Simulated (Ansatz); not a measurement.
# CH7FO2Si2: the cost of one run

Program: Ansatz 0.2.0. Level of theory: RKS PBE-D4/STO-3G. These are calculated values, not measurements.

### 1 The system as given

Bond lengths: O1–C2 1.413 Å, C2–O3 1.431 Å, O3–Si4 1.740 Å, C2–Si5 1.945 Å, Si5–F6 1.622 Å, O1–H7 0.996 Å, C2–H8 1.134 Å, Si4–H9 1.526 Å, Si4–H10 1.484 Å, Si4–H11 1.401 Å, Si5–H12 1.473 Å, Si5–H13 1.548 Å. Angles (14 of 20 angles, heavy atoms first): O1–C2–O3 103.6°, O1–C2–Si5 116.1°, O3–C2–Si5 117.7°, C2–O3–Si4 115.7°, C2–Si5–F6 108.3°, O1–C2–H8 103.3°, O3–C2–H8 112.4°, Si5–C2–H8 103.1°, C2–O1–H7 102.8°, O3–Si4–H9 105.8°, O3–Si4–H10 107.7°, O3–Si4–H11 111.3°, C2–Si5–H12 112.5°, C2–Si5–H13 110.3°.

As a file:

```xyz
13

O    -0.9113   -0.5938   -1.9188
C    -0.1561   -0.1521   -0.8088
O    -0.6627   -0.9367    0.2759
Si    0.5088   -1.4226    1.4670
Si   -0.0487    1.7741   -0.5591
F     0.9742    2.0730    0.6637
H    -1.8507   -0.4565   -1.6161
H     0.9062   -0.4340   -1.0864
H    -0.1155   -2.6030    2.2057
H     0.6164   -0.3314    2.4672
H     1.7279   -1.7678    0.8700
H     0.4721    2.4687   -1.7487
H    -1.4400    2.3471   -0.1969
```

### 2 Relaxing the start

File input.yaml:

```yaml
crystal:
  periodic: [false, false, false]
  atoms:
    - { symbol: O, position_ang: [-0.9113, -0.5938, -1.9188] }
    - { symbol: C, position_ang: [-0.1561, -0.1521, -0.8088] }
    - { symbol: O, position_ang: [-0.6627, -0.9367, 0.2759] }
    - { symbol: Si, position_ang: [0.5088, -1.4226, 1.467] }
    - { symbol: Si, position_ang: [-0.0487, 1.7741, -0.5591] }
    - { symbol: F, position_ang: [0.9742, 2.073, 0.6637] }
    - { symbol: H, position_ang: [-1.8507, -0.4565, -1.6161] }
    - { symbol: H, position_ang: [0.9062, -0.434, -1.0864] }
    - { symbol: H, position_ang: [-0.1155, -2.603, 2.2057] }
    - { symbol: H, position_ang: [0.6164, -0.3314, 2.4672] }
    - { symbol: H, position_ang: [1.7279, -1.7678, 0.87] }
    - { symbol: H, position_ang: [0.4721, 2.4687, -1.7487] }
    - { symbol: H, position_ang: [-1.44, 2.3471, -0.1969] }
basis:
  gaussian: { orbitals: STO-3G }
hamiltonian:
  xc: pbe
  dispersion: d4
relax:
  f_tol: 0.02
  max_steps: 40
scf:
  lower_state_search: "off"
output:
  orbitals: {}
```

Run with:

```
ansatz run input.yaml --threads 1 --pin off --max-ram 2048MiB --backend cpu --events-out ev --progress --plain --runs-dir out
```

Q: Estimate wall time and peak memory on 1 thread of Intel Xeon 6975P-C (Granite Rapids), shared host.

About 17 s, with a peak of 0.16 GiB.
